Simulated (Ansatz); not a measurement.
# SnH− (triplet): PBE0, B3LYP over a scan of the distance Sn1–H2, def2-SVPD

How well do these functionals follow the top wave-function level for SnH− (triplet) over a scan of the distance Sn1–H2?

Computed with Ansatz 0.2.0, Gaussian basis. Level: def2-SVPD, all electrons in the functionals.

Plan: PBE0, B3LYP, at 1.474 Å; 1.636 Å; 1.811 Å; 2.022 Å; 2.244 Å; 2.458 Å; 2.840 Å; 3.387 Å; 3.942 Å; 4.987 Å; 6.210 Å.

26 further runs of the same task are left out: 20 that didn't finish, 6 set aside as unsound or not needed.

### 1 The geometry

The geometry derives from a PBE0/def2-TZVPD stationary point (not a proven minimum). One bond is set to the value named and the two fragments are kept rigid. No spin-orbit coupling is included. Elements past krypton take def2 core potentials.

2 atoms, charge -1, spin multiplicity 3.

Atoms are counted from 1 here; the program's logs count them from 0.

Bond lengths: Sn1–H2 1.811 Å.

No dispersion term is added. B3LYP takes the VWN-RPA correlation.

The geometry shown and the zero of energy belong to the point 1.811 Å. The yardstick, FCI, and other wave-function levels (R restricted, U unrestricted, valence and pair active spaces) come from earlier runs.

### 2 PBE0, 1.474 Å

The input, in.yaml:

```yaml
crystal:
  periodic: [false, false, false]
  atoms:
    - {symbol: Sn, position_ang: [0.000000, 0.000000, 0.000000]}
    - {symbol: H, position_ang: [0.000000, 0.000000, 1.474000]}
basis:
  gaussian: {orbitals: def2-SVPD}
total_charge: -1
magnetization: {spin_polarized: true, initial_magnetization: 2}
hamiltonian: {xc: {name: PBE0}}
output: {orbitals: {seedname: orbitals}}
```

Run with:

```sh
ansatz run in.yaml --threads 1 --pin off --events-out ev --progress --plain --max-ram 2393MiB
```

After this run come: PBE0, 1.636 Å; PBE0, 1.811 Å; PBE0, 2.022 Å; PBE0, 2.244 Å; PBE0, 2.458 Å; PBE0, 2.840 Å; PBE0, 3.387 Å; PBE0, 3.942 Å; PBE0, 4.987 Å; PBE0, 6.210 Å; B3LYP, 1.474 Å; B3LYP, 1.636 Å; B3LYP, 1.811 Å; B3LYP, 2.022 Å; B3LYP, 2.244 Å; B3LYP, 2.458 Å; B3LYP, 2.840 Å; B3LYP, 3.387 Å; B3LYP, 3.942 Å; B3LYP, 4.987 Å; B3LYP, 6.210 Å.

Before running them: what should the planned runs give, taken together? Wanted: span of the FCI curve; largest miss, PBE0; largest miss, B3LYP.

**Answer**, as computed:

```
             quantity                   value
span of the FCI curve            231.3 kJ/mol
   largest miss, PBE0  +13.7 kJ/mol (2.840 Å)
  largest miss, B3LYP  -12.2 kJ/mol (4.987 Å)
```

In words: Of the functionals, B3LYP keep the smallest largest miss at the points compared (at most 12.2 kJ/mol) and PBE0 strays most (13.7 kJ/mol, at 2.840 Å). PBE0, B3LYP clearly break the spin symmetry at some points (⟨S²⟩ up to 0.72 above the pure value), so energy there is bought with a mixed spin. Functionals and the yardstick converge differently with the basis, so part of each miss in def2-SVPD is the basis.
